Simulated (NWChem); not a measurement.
**CAM-B3LYP/def2-SVP (core potential) run of TlF (SMILES [F][Tl])**

Aim: the vertical ionisation energy of TlF at CAM-B3LYP/def2-SVP (core potential), from 2 runs. 

The results are computed with NWChem 7.3.0.

### 1 The molecule

The species is TlF (2 atoms), meant as a singlet with charge 0. SMILES: `[F][Tl]`. The bond length is the measured one.

Bond lengths: F1–Tl2 2.084 Å.

### 2 A single-point energy at CAM-B3LYP/def2-SVP (core potential)

Input file input.nw:

```
start input
title "FTl"
memory total 2200 mb
charge 0
geometry noautosym nocenter noautoz
  F        0.000000       0.000000       0.000000
  Tl       0.000000       0.000000       2.084438
end
basis "ao basis" spherical bse
  * library def2-SVP
end
ecp bse
  Tl library def2-SVP
end
dft
  xc xcamb88 1.00 lyp 0.81 vwn_5 0.19 hfexch 1.00
  cam 0.33 cam_alpha 0.19 cam_beta 0.46
  grid fine
  convergence energy 1e-08
  direct
  iterations 100
  mulliken
  print low
end
task dft energy
```

Started as:

```console
$ nwchem input.nw > input.out
```

Log:

```text
[...]
 d= 0,ls=0.0,diis     1   -272.1613039697 -3.20D+02  4.21D-02  7.39D-01     0.8
[...]
 d= 0,ls=0.0,diis     9   -272.2600181298 -2.26D-09  2.31D-06  1.03D-08     5.4
         Total DFT energy =     -272.260018129778
      One electron energy =     -538.046355875482
           Coulomb energy =      243.220443975012
    Exchange-Corr. energy =      -25.415624538293
 Nuclear repulsion energy =       47.981518308984
[...]
      Total Density - Mulliken Population Analysis
     ---------------------------------------------
    Atom       Charge   Shell Charges
 -----------   ------   -------------------------------------------------------
    1 F    9     9.49   1.99  1.11  0.85  3.31  2.22  0.00
    2 Tl  21    20.51  -0.86  2.91  1.29  0.62  2.60  3.40  0.36  0.12  9.61  0.46
[...]
```

Run time: 6 s. Hardware: 1 thread of Intel Xeon Platinum 8259CL at 2.50GHz (Skylake/Cascade Lake), shared host; peak memory 0.12 GiB.

### 3 The doublet cation

Input file run.xyz:

```xyz
2

F      0.000000     0.000000     0.000000
Tl     0.000000     0.000000     2.084438
```

Input file run.nw:

```
start run
memory 2200 mb
charge 1

geometry noautosym nocenter noautoz
  load run.xyz
end

basis "ao basis" spherical bse
  * library def2-SVP
end

ecp bse
  Tl library def2-SVP
end

dft
  xc xcamb88 1.00 lyp 0.81 vwn_5 0.19 hfexch 1.00
  cam 0.33 cam_alpha 0.19 cam_beta 0.46
  mult 2
  grid fine
  convergence energy 1e-08
  direct
  iterations 100
  mulliken
  noprint "final vectors analysis"
end

task dft energy
```

Started as:

```console
$ nwchem run.nw > run.out
```

Log:

```text
[...]
          Wavefunction type:  spin polarized.
          No. of atoms     :     2
          No. of electrons :    29
[...]
          Charge           :     1
          Spin multiplicity:     2
[...]
          AO basis - number of functions:    40
[...]
              XC Information
              --------------
                     Hartree-Fock (Exact) Exchange  1.000
                   CAM-Becke88 Exchange Functional  1.000
                      VWN V Correlation Functional  0.190 local
              Lee-Yang-Parr Correlation Functional  0.810
[...]
 d= 0,ls=0.0,diis     1   -271.6107010409 -3.20D+02  3.73D-02  5.22D-01     0.9
[...]
 d= 0,ls=0.5,diis    21   -271.8818691344 -9.57D-09  7.62D-07  2.29D-09    15.1
[...]
         Total DFT energy =     -271.881869138441
      One electron energy =     -528.599277703727
           Coulomb energy =      233.823079619218
    Exchange-Corr. energy =      -25.087189362917
 Nuclear repulsion energy =       47.981518308984
[...]
      Total Density - Mulliken Population Analysis
     ---------------------------------------------
    Atom       Charge   Shell Charges
 -----------   ------   -------------------------------------------------------
    1 F    9     9.12   1.99  1.16  0.82  3.23  1.92  0.00
    2 Tl  21    19.88  -0.86  2.91  1.31  0.30  2.59  3.41  0.15  0.03  9.66  0.37
[...]
      <S2> =      0.7630 (Exact =     0.7500)
[...]
```

It took 17 s on 1 thread of Intel Xeon Platinum 8259CL at 2.50GHz (Skylake/Cascade Lake), shared host; peak memory 0.12 GiB.

### 4 Outcome

At CAM-B3LYP/def2-SVP (core potential):

```
                                          quantity          value
                         singlet TlF: total energy  -272.26002 Eh
                      doublet cation: total energy  -271.88187 Eh
                              doublet cation: ⟨S²⟩          0.763
vertical ionisation energy (to the doublet cation)      10.290 eV
```

What this shows: Removing an electron at fixed nuclei costs 10.29 eV (993 kJ/mol).
